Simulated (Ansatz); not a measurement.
# IrPd3 (I4/mmm) in Ansatz: equation of state

Aim: energy against volume of IrPd3 in PBEsol, for its equilibrium volume and stiffness.

All numbers are computed with Ansatz 0.2.0; they aren't measurements. Logs are shortened: lines on timing, memory, paths and dates and some standing lists are left out, and cuts for length are marked.

## 1. The structure

Symmetry: I4/mmm, No. 139, tetragonal system. The conventional cell has a = 3.939 Å, b = 3.939 Å, c = 7.786 Å, α = 90.00°, β = 90.00°, γ = 90.00°. Ir (site symmetry 4/mmm) is surrounded by 12 Pd at 2.77 to 2.79 Å. Pd (site symmetry 4/mmm) is surrounded by 8 Pd at 2.77 Å and 4 Ir at 2.79 Å. Pd (site symmetry -4m2) has 4 Ir at 2.77 Å and 8 Pd at 2.77 to 2.79 Å as nearest neighbours.

The cell comes from a database or a generator and needn't be the stable form of this composition.

## 2. Equation of state, PBEsol

Potentials or basis: all-electron LAPW, scalar-relativistic.

No new run: the results of the series are fitted here.

Results:

```yaml
Equilibrium_volume: 14.34 Å³/atom
Bulk_modulus_at_fixed_shape_and_positions: 250 GPa
Pressure_derivative_of_the_bulk_modulus: 5.4
```

Energy against volume, from the lowest point:
```csv
volume (Å³/atom),energy (meV/atom)
14.194,0.00
14.496,0.02
14.798,9.32
15.100,26.71
15.402,51.17
15.704,81.77
16.005,117.74
```

Caveat: the cell was scaled at fixed shape and fractional positions, which overstates the stiffness of a crystal with free parameters, most of all of layers and chains.
